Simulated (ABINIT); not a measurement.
Runs of ABINIT 10.8.3 (patched build) on TaAs. Symmetry: I4_1md, No. 109, tetragonal system. Conventional cell: a = 3.444 Å, b = 3.444 Å, c = 11.736 Å, α = 90.00°, β = 90.00°, γ = 90.00°. Ta (site symmetry 2mm) has 6 As at 2.61 to 2.62 Å as nearest neighbours. As (site symmetry 2mm) has 6 Ta at 2.61 to 2.62 Å as nearest neighbours. The cell is a database's computed one.

```tsv
level	potentials or basis	k mesh	cutoff (eV)	fine-grid cutoff	mesh quality	gap on the mesh (eV)	pressure (GPa)	largest force (eV/Å)
LDA	JTH PAW LDA v2.0	7 × 7 × 7	408	816.342 eV	not flagged	0.07	-	(a)
PBE	JTH PAW PBE v2.0	4 × 4 × 4	517	1034.03 eV	coarse	none	2.6	0.03
LDA	JTH PAW LDA v2.0	9 × 9 × 9	408	816.342 eV	not flagged	none	-	0.01
PBE	JTH PAW PBE v2.0	7 × 7 × 7	517	1034.03 eV	not flagged	0.06	(b)	0.03
r2SCAN	JTH PAW PBE v2.0	4 × 4 × 4	626	1224.51 eV	coarse	none	0.2	0.01
```

Alike in all rows: task single point; no spin polarisation; cell as given; smearing fermi-dirac 0.05 eV.

Q: Fill in the values left out.

A: (a) 0.02; (b) 2.1.

Caveats: some runs use coarse meshes; spin-orbit coupling is left out, which moves the levels of the heavy elements (some runs); an odd mesh through Γ misses points on the zone boundary, where band edges often lie (some runs); the PAW data sets were made with another functional, which shifts forces and pressure a little (some runs).

A k mesh can miss the band edges, and the runs leave out spin-orbit coupling on As, Ta.

A gap of «none» marks a metal or a gap under the smearing width.
